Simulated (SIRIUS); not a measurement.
# WAu (F-43m) in SIRIUS: reference runs, part 2 of 2

SIRIUS 7.10.0. The steps go on from the part before.

**8. Single point, PBE, 26.10 Å³/atom (volume scaled by 1.06)**

sirius.json

```json
{
  "control": {
    "processing_unit": "cpu",
    "verbosity": 2,
    "num_bands_to_print": 25,
    "print_forces": true,
    "print_stress": true
  },
  "parameters": {
    "electronic_structure_method": "pseudopotential",
    "xc_functionals": ["XC_GGA_X_PBE", "XC_GGA_C_PBE"],
    "gk_cutoff": 8.8,
    "pw_cutoff": 17.6,
    "ngridk": [8, 8, 8],
    "shiftk": [0, 0, 0],
    "smearing": "fermi_dirac",
    "smearing_width": 0.0018374661,
    "num_bands": 25,
    "num_mag_dims": 0,
    "num_dft_iter": 100,
    "energy_tol": 1e-08,
    "density_tol": 1e-06
  },
  "iterative_solver": {
    "type": "davidson",
    "min_tolerance": 1e-09,
    "tolerance_scale": [0.1, 0.25]
  },
  "mixer": {
    "type": "anderson",
    "beta": 0.7,
    "max_history": 8
  },
  "settings": {
    "tol_ne": 1e-10,
    "pseudo_grid_cutoff": 6.5
  },
  "unit_cell": {
    "lattice_vectors": [
      [0.0, 5.60543379039, 5.60543379039],
      [5.60543379039, 0.0, 5.60543379039],
      [5.60543379039, 5.60543379039, 0.0]
    ],
    "atom_coordinate_units": "lattice",
    "atom_types": ["W", "Au"],
    "atom_files": {
      "W": "W.json",
      "Au": "Au.json"
    },
    "atoms": {
      "W": [
        [0.0, 0.0, 0.0]
      ],
      "Au": [
        [0.75, 0.75, 0.75]
      ]
    }
  }
}
```

Potentials or basis: PseudoDojo 0.4.1 PBE standard (scalar relativistic).

The run is started by

```sh
upf_to_json W.upf
upf_to_json Au.upf
OMP_NUM_THREADS=1 sirius.scf --input=sirius.json --output=out.json --task=0
```

What it wrote:

```text
[info] SIRIUS version : 7.10.0
[info] number of MPI ranks           : 1
[info] MPI grid                      : 1 1
[info] maximum number of OMP threads : 1
[fft] FFT context for density and potential
[fft] =====================================
[fft]   comm size                             : 1
[fft]   plane wave cutoff                     : 17.6
[fft]   grid size                             : 48 48 48   total : 110592
[fft]   grid limits                           : -23 24   -23 24   -23 24
[fft]   number of G-vectors within the cutoff : 16228
[fft]   local number of G-vectors             : 16228
[fft]   number of G-shells                    : 878
[fft] FFT context for coarse grid
[fft] =====================================
[fft]   comm size                             : 1
[fft]   plane wave cutoff                     : 17.6
[fft]   grid size                             : 48 48 48   total : 110592
[fft]   grid limits                           : -23 24   -23 24   -23 24
[fft]   number of G-vectors within the cutoff : 16228
[fft]   local number of G-vectors             : 16228
[fft]   number of G-shells                    : 878
[unit cell] lattice vectors
[unit cell]   a1 :       0.0000000000      5.6054337904      5.6054337904
[unit cell]   a2 :       5.6054337904      0.0000000000      5.6054337904
[unit cell]   a3 :       5.6054337904      5.6054337904      0.0000000000
[unit cell] reciprocal lattice vectors
[unit cell]   b1 :      -0.5604548677      0.5604548677      0.5604548677
[unit cell]   b2 :       0.5604548677     -0.5604548677      0.5604548677
[unit cell]   b3 :       0.5604548677      0.5604548677     -0.5604548677
[unit cell] unit cell volume :       352.25541440 [a.u.^3]
[unit cell] 1/sqrt(omega)    :         0.05328085
[unit cell] MT volume        :         0.00000000 ( 0.00%)
[unit cell] IT volume        :       352.25541440 (100.00%)
[unit cell] number of atom types : 2
[unit cell] type id : 0 symbol :  W mt_radius :  13.950000 num_atoms : 1
[unit cell] type id : 1 symbol : Au mt_radius :  13.550000 num_atoms : 1
[unit cell] total number of atoms : 2
[unit cell] number of symmetry classes : 2
[unit cell] number of PAW atoms : 0
[unit cell] atom id  type id  class id             position                      vector_field
[unit cell] ------------------------------------------------------------------------------------------
[unit cell]      0        0        0      0.00000   0.00000   0.00000      0.00000   0.00000   0.00000
[unit cell]      1        1        1      0.75000   0.75000   0.75000      0.00000   0.00000   0.00000
[unit cell] atom id         position (Cartesian, a.u.)
[unit cell] ---------------------------------------------
[unit cell]      0       0.000000    0.000000    0.000000
[unit cell]      1       8.408151    8.408151    8.408151
[unit cell] class id : 0 atom id : 0
[unit cell] class id : 1 atom id : 1
[unit cell] minimum bond length:     4.854448
[unit cell] total number of pseudo wave-functions: 20
[sym] space group number   : 216
[sym] international symbol : F-43m
[sym] Hall symbol          : F -4 2 3
[sym] space group transformation matrix :
[sym]   0.0000  0.5000  0.5000
[sym]  -0.5000 -0.5000  0.0000
[sym]   0.5000  0.0000  0.5000
[... 302 lines left out ...]
[diagonalize] ik:   27   -3.486641   -2.293106   -1.696397   -1.696391   -1.696267   -0.976077   -0.975593   -0.975534    0.225812    0.232687    0.240410    0.250611    0.265089    0.298875    0.362046    0.439516    0.478856    0.491808    0.504101    0.513983    0.551377    0.576011    0.809115    0.816194    0.988077
[diagonalize] ik:   28   -3.486641   -2.293106   -1.696402   -1.696391   -1.696261   -0.975999   -0.975672   -0.975535    0.228194    0.230542    0.235790    0.258620    0.260079    0.297892    0.393615    0.404448    0.475559    0.493597    0.505144    0.524073    0.529743    0.581502    0.878409    0.878584    0.901025
[find] Charges and magnetic moments
[find] --------------------------------------------------------------------------------
[find] total charge          : 33.000000
[find] Energy
[find] --------------------------------------------------------------------------------
[find] valence_eval_sum               :     -22.58330080
[find] <rho|V^{XC}>                   :     -29.79304565
[find] <rho|E^{XC}>                   :     -42.39294907
[find] <mag|B^{XC}>                   :       0.00000000
[find] <rho|V^{H}>                    :     111.60144108
[find] one-electron contribution      :    -104.39169623 (Ha),    -208.78339246 (Ry)
[find] hartree contribution           :      55.80072054
[find] xc contribution                :     -42.39294907
[find] ewald contribution             :    -132.92450784
[find] PAW contribution               :       0.00000000
[find] smearing (-TS)                 :      -0.00076158
[find] SCF correction                 :      -0.00000521
[find] Total energy                   :    -223.90843781 (Ha),    -447.81687562 (Ry)
[find] Free energy (E-TS)             :    -223.90919939 (Ha),    -447.81839878 (Ry)
[find] band gap (eV)                  :       0.00000000
[find] Efermi                         :       0.44274672
[find] iteration : 11, RMS : 2.149554628230e-07, energy difference : 4.497309191720e-09
[find] Hartree energy of density residual : 3.953861152430e-11
[find] bands are converged : true
[find] iterative solver converged : true
[find] converged after 12 SCF iterations!
[find] Charges and magnetic moments
[find] --------------------------------------------------------------------------------
[find] total charge          : 33.000000
[find] Energy
[find] --------------------------------------------------------------------------------
[find] valence_eval_sum               :     -22.58330080
[find] <rho|V^{XC}>                   :     -29.79304565
[find] <rho|E^{XC}>                   :     -42.39294907
[find] <mag|B^{XC}>                   :       0.00000000
[find] <rho|V^{H}>                    :     111.60144108
[find] one-electron contribution      :    -104.39169623 (Ha),    -208.78339246 (Ry)
[find] hartree contribution           :      55.80072054
[find] xc contribution                :     -42.39294907
[find] ewald contribution             :    -132.92450784
[find] PAW contribution               :       0.00000000
[find] smearing (-TS)                 :      -0.00076158
[find] SCF correction                 :      -0.00000521
[find] Total energy                   :    -223.90843781 (Ha),    -447.81687562 (Ry)
[find] Free energy (E-TS)             :    -223.90919939 (Ha),    -447.81839878 (Ry)
[find] band gap (eV)                  :       0.00000000
[find] Efermi                         :       0.44274672
[ground_state] === stress tensor components [kbar] ===
[ground_state] === stress_kin ===
[ground_state] -34647.134267   -0.000000    0.000000
[ground_state]    -0.000000-34647.134267    0.000000
[ground_state]     0.000000    0.000000-34647.134267
[ground_state] === stress_har ===
[ground_state] -15535.258375   -0.000000    0.000000
[ground_state]    -0.000000-15535.258375    0.000000
[ground_state]     0.000000    0.000000-15535.258375
[ground_state] === stress_ewald ===
[ground_state] 37006.987612    0.000000    0.000000
[ground_state]     0.00000037006.987612   -0.000000
[ground_state]     0.000000   -0.00000037006.987612
[ground_state] === stress_vloc ===
[ground_state] 22955.001133    0.000000    0.000000
[ground_state]     0.00000022955.001133   -0.000000
[ground_state]     0.000000   -0.00000022955.001133
[ground_state] === stress_xc ===
[ground_state] -10210.270413   -0.000000    0.000000
[ground_state]    -0.000000-10210.270413    0.000000
[ground_state]     0.000000    0.000000-10210.270413
[ground_state] === stress_core ===
[ground_state] 18446.119864    0.000000   -0.000000
[ground_state]     0.00000018446.119864   -0.000000
[ground_state]    -0.000000   -0.00000018446.119864
[ground_state] === stress_nonloc ===
[ground_state] -17951.480214   -0.000000    0.000000
[ground_state]    -0.000000-17951.480214    0.000000
[ground_state]     0.000000    0.000000-17951.480214
[ground_state] === stress_us_nl ===
[ground_state] -17951.480214   -0.000000    0.000000
[ground_state]    -0.000000-17951.480214    0.000000
[ground_state]     0.000000    0.000000-17951.480214
[ground_state] === stress_total ===
[ground_state]    63.965340    0.000000   -0.000000
[ground_state]     0.000000   63.965340   -0.000000
[ground_state]    -0.000000   -0.000000   63.965340
[ground_state] ==== total Forces in Ha/bohr =====
[ground_state] atom:    0, force:       0.0000000     -0.0000000     -0.0000000
[ground_state] atom:    1, force:      -0.0000000     -0.0000000      0.0000000
[ground_state] ==== ultrasoft contribution from Qij =====
[ground_state] atom:    0, force:       0.0000000      0.0000000      0.0000000
[ground_state] atom:    1, force:       0.0000000      0.0000000      0.0000000
[ground_state] ==== non-local contribution from Beta-projector =====
[ground_state] atom:    0, force:       0.0000000     -0.0000000      0.0000000
[ground_state] atom:    1, force:      -0.0000000     -0.0000000      0.0000000
[ground_state] ==== contribution from local potential =====
[ground_state] atom:    0, force:       0.0000000      0.0000000     -0.0000000
[ground_state] atom:    1, force:       0.0000000      0.0000000      0.0000000
[ground_state] ==== contribution from core density =====
[ground_state] atom:    0, force:       0.0000000      0.0000000      0.0000000
[ground_state] atom:    1, force:       0.0000000     -0.0000000      0.0000000
[ground_state] ==== Ewald forces from ions =====
[ground_state] atom:    0, force:       0.0000000      0.0000000      0.0000000
[ground_state] atom:    1, force:       0.0000000      0.0000000     -0.0000000
[~DFT_ground_state] local op. applied: 21362
[~DFT_ground_state] evp. work count: 3510.02
[~DFT_ground_state] number of iterative solver steps: 1557
```

It took 75 s on 1 thread of Arm Neoverse V2, shared host; peak memory 0.55 GiB.

Results:

| Property | Result |
| --- | --- |
| Free energy | -6092.8797 eV |
| Pressure | -6.4 GPa |
| Band gap on the k mesh | none (metal or under the smearing width) |

**9. Equation of state, PBE**

Potentials or basis: PseudoDojo 0.4.1 PBE standard (scalar relativistic).

This step only gathers the single runs of the series.

What came out:

- Equilibrium volume: 24.62 Å³/atom
- Bulk modulus: 126 GPa
- Pressure derivative of the bulk modulus: 5.0

Energy against volume, from the lowest point:
| volume (Å³/atom) | energy (meV/atom) |
| --- | --- |
| 23.145 | 39.32 |
| 23.637 | 16.73 |
| 24.130 | 3.99 |
| 24.622 | 0.00 |
| 25.115 | 3.78 |
| 25.607 | 14.45 |
| 26.099 | 31.23 |

The run has no spin-orbit coupling, so splittings on Au, W are missing.
